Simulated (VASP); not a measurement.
# SnTe2 in VASP: one cell, several levels of theory

The task here is to estimate one member of a computed series from the others.

Program: VASP 6.6.1. PAW datasets, plane waves. Computed, not measured; no magnetism was allowed, and the structure may never have been made.

### The system as given

The cell comes from an earlier relaxation with r2SCAN in another program.

It is cubic, Fm-3m (No. 225); conventional cell a = 7.402 Å, 33.80 Å³ an atom. Around Sn lie 8 Te at 3.21 Å; around Te lie 4 Sn at 3.21 Å.

Structure file:

Space group Fm-3m (No. 225). a = 7.402 Å, b = 7.402 Å, c = 7.402 Å, α = 90.00°, β = 90.00°, γ = 90.00°
```json
{"atom": "Sn", "site": "4a", "symmetry": "m-3m", "x": "0.0000", "y": "0.0000", "z": "0.0000"}
{"atom": "Te", "site": "8c", "symmetry": "-43m", "x": "0.2500", "y": "0.7500", "z": "0.7500"}
```

Set-up of the first run:

The input, INCAR:

```
ENCUT = 520.000000
SIGMA = 0.020000
EDIFF = 1.00e-07
GGA = PE
PREC = Accurate
IBRION = -1
ISIF = 2
ISMEAR = -1
NBANDS = 20
NELM = 120
NSW = 0
LASPH = .TRUE.
LCHARG = .FALSE.
LWAVE = .FALSE.
LREAL = .FALSE.
```

The input, KPOINTS:

```
KPOINTS created by Atomic Simulation Environment
0
Gamma
6 6 6
0 0 0
```

The input, KPOINTS_OPT:

```
special points
6
Reciprocal
0.0000000000 0.0000000000 0.0000000000 1
0.5000000000 0.0000000000 0.5000000000 1
0.5000000000 0.2500000000 0.7500000000 1
0.3750000000 0.3750000000 0.7500000000 1
0.5000000000 0.5000000000 0.5000000000 1
0.6250000000 0.2500000000 0.6250000000 1
```

The input, POSCAR:

```
Sn Te
 1.0000000000000000
    -0.0000000000000000    3.7010376708088639    3.7010376708088639
     3.7010376708088639   -0.0000000000000000    3.7010376708088639
     3.7010376708088639    3.7010376708088639   -0.0000000000000000
 Sn  Te
   1   2
Cartesian
  0.0000000000000000  0.0000000000000000 -0.0000000000000000
  1.8505188354044317  1.8505188354044317  1.8505188354044317
  5.5515565062132950  5.5515565062132950  5.5515565062132950
```

The run uses the recommended PBE PAW datasets (26 valence electrons a neutral cell).

On the command line:

```console
$ mpirun -np 1 vasp_std
```

Steps of the session up to this table: PBE at this geometry; r2SCAN; LDA; PBEsol; Single point with PBE+SOC.

One table of the session follows, with a row left open; its other results are not shown here.

| level | gap (eV) | pressure (GPa) | Ansatz: gap (eV) | Ansatz: pressure (GPa) |
| --- | --- | --- | --- | --- |
| PBE | ? | ? | ? | ? |
| r2SCAN | -2.19 | -0.01 | -2.19 | 0.00 |
| LDA | -2.12 | -2.71 | -2.11 | -2.73 |
| PBEsol | -2.13 | -1.78 | -2.13 | -1.78 |
| PBE+SOC | -1.98 | 0.82 | -1.98 | 0.86 |

Estimate the missing values for PBE.

The run gave: gap (eV): -2.11; pressure (GPa): 0.51; Ansatz: gap (eV): -2.11; Ansatz: pressure (GPa): 0.55. In the column «gap (eV)» it lies between LDA (-2.12) and PBE+SOC (-1.98).

A negative gap is an overlap of bands.

No gap over 0.02 eV opens at any of these levels. Leaving spin-orbit runs aside: The pressure is highest with PBE (0.5 GPa) and lowest with LDA (-2.7 GPa), which orders the cells that they would relax to. Datasets and cutoffs are each program's own. VASP's cell holds 26 valence electrons and Ansatz's 46. LDA means the Perdew–Zunger form in VASP and the Perdew–Wang form in Ansatz.
